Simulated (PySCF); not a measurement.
# CH₄B₃NO₃: electronic excitations

What electronic excitations should CH₄B₃NO₃ (`[H]/N=C/B1OBOBO1`) show?

The runs use PySCF 2.14.0, with density-fitted response routines of our own; the level of theory stands in each step. All values are computed, except where a source is named. Atoms are numbered from 0 throughout.

### 1 Starting geometry

12 atoms, charge 0, multiplicity 1; geometry from: GFN2-xTB.

Bonds of the start (Å): N0–C1 1.26, C1–B2 1.59, B2–O3 1.36, O3–B4 1.36, B4–O5 1.36, O5–B6 1.36, B6–O7 1.36, O7–B2 1.37, N0–H8 1.02, C1–H9 1.11, B4–H10 1.17, B6–H11 1.17.

### 2 TDDFT and polarisability: B3LYP/def2-SVPD

Job settings and geometry (Å):

```
{"job": {"kind": "uv", "xc": "B3LYP", "basis": "def2-SVPD", "nstates": 8, "ntriplets": 3}, "charge": 0, "multiplicity": 1}
N      2.621861     0.800858     0.625437
C      1.932078     0.125938    -0.182493
B      0.349455     0.008164    -0.077625
O     -0.448137     1.109866    -0.042396
B     -1.798238     0.979457     0.045906
O     -2.356339    -0.260688     0.081785
B     -1.570059    -1.367047     0.021002
O     -0.218939    -1.234783    -0.066040
H      3.630651     0.790806     0.462740
H      2.386452    -0.449953    -1.009365
H     -2.477712     1.930230     0.080531
H     -2.049875    -2.433534     0.034491
```

With the program's defaults for keys left out, this is: TDDFT B3LYP/def2-SVPD, vertical, gas phase, core orbitals frozen in the response.

Started as:

```console
$ OMP_NUM_THREADS=1 python probes_run.py task.json out
```

One launch serves the whole session: the jobs run in the order shown.

Predict these results of the whole session: lowest singlet (B3LYP/def2-SVPD); brightest single state of those computed; lowest triplet; surface potential, 1st and 99th percentile.

**Answer**, as computed:

| quantity | value |
| --- | --- |
| lowest singlet (B3LYP/def2-SVPD) | 4.15 eV (299 nm), f = 0.002 |
| brightest single state of those computed | state 6, 6.92 eV, f = 0.014 |
| lowest triplet | 3.39 eV |
| surface potential, 1st and 99th percentile | -1.69 V and 1.81 V |

The lowest singlet, at 4.15 eV, is HOMO→LUMO 0.97 and is weak; of the 8 states computed, the strongest absorption comes from state 6 at 6.92 eV. The lowest triplet lies 0.76 eV below the lowest singlet (triplets in Tamm-Dancoff, singlets in full TDDFT). At B3LYP/def2-SVPD, counted by nearest atom on the grid, the HOMO lies on N0 59 %; H8, H9 about 12 % each, the LUMO on B2 24 %; N0 23 %.
